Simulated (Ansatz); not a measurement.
# ZrO₂F₂ (singlet): from Hartree-Fock to the top rungs, def2-SVP

Aim: climb from Hartree-Fock through coupled cluster and multireference methods for ZrO₂F₂ (singlet) at one geometry and basis, and see what each rung misses.

Program: Ansatz 0.2.0, Gaussian basis. Level of theory: def2-SVP, core rule «outside noble gas», up to 8 orbitals frozen. These are calculated values, not measurements.

The runs, in order: UHF; CCSD(T) on RHF; CCSDT(Q) on RHF; CASSCF and NEVPT2, 8 electrons in 8 orbitals.

### 1 What is computed

The geometry is a PBE0/def2-TZVP stationary point (not a proven minimum). No spin-orbit coupling is included. Elements past krypton take def2 core potentials.

5 atoms, charge 0, spin multiplicity 1.

Atoms are counted from 1 here; the program's logs count them from 0.

Bond lengths: Zr1–O2 1.922 Å, Zr1–O3 1.922 Å, Zr1–F4 1.920 Å, Zr1–F5 1.920 Å, O2–O3 1.467 Å. Angles: O2–Zr1–O3 44.8°, O2–Zr1–F4 118.5°, O2–Zr1–F5 118.5°, O3–Zr1–F4 118.5°, O3–Zr1–F5 118.5°, F4–Zr1–F5 117.8°, Zr1–O2–O3 67.6°, Zr1–O3–O2 67.6°.

### 2 UHF

in.yaml reads:

```yaml
crystal:
  periodic: [false, false, false]
  atoms:
    - {symbol: Zr, position_ang: [0.000000, 0.000000, -0.118857]}
    - {symbol: O, position_ang: [-0.733270, 0.000000, 1.658043]}
    - {symbol: O, position_ang: [0.733270, 0.000000, 1.658043]}
    - {symbol: F, position_ang: [0.000000, -1.643599, -1.110957]}
    - {symbol: F, position_ang: [0.000000, 1.643599, -1.110957]}
basis:
  gaussian: {orbitals: def2-SVP}
magnetization: {spin_polarized: true, initial_magnetization: 0}
hamiltonian: {xc: hf}
output: {orbitals: {seedname: orbitals}}
```

Started as:

```bash
$ ansatz run in.yaml --threads 1 --pin off --events-out ev --progress --plain --max-ram 2816MiB --backend cpu
```

The runs that follow: CCSD(T) on RHF; CCSDT(Q) on RHF; CASSCF and NEVPT2, 8 electrons in 8 orbitals.

Before running them: what should the planned runs give, taken together? Wanted: RCCSDT(Q) below the RHF energy; RMP2 from RCCSDT(Q); RCCSD from RCCSDT(Q); RCCSD(T) from RCCSDT(Q); NEVPT2 frontier from RCCSDT(Q); T1 diagnostic.

**Answer**, as computed:

| quantity | value |
| --- | --- |
| RCCSDT(Q) below the RHF energy | -24.0385 eV |
| RMP2 from RCCSDT(Q) | +13.27 kcal/mol |
| RCCSD from RCCSDT(Q) | +19.29 kcal/mol |
| RCCSD(T) from RCCSDT(Q) | +2.81 kcal/mol |
| NEVPT2 frontier from RCCSDT(Q) | +29.93 kcal/mol |
| levels within 1 kcal/mol (43 meV) | none |
| T1 diagnostic | 0.024 |

In words: RCCSD(T) misses by +2.81 kcal/mol, 0.5 % of the correlation energy. These misses are within one basis, not against nature.
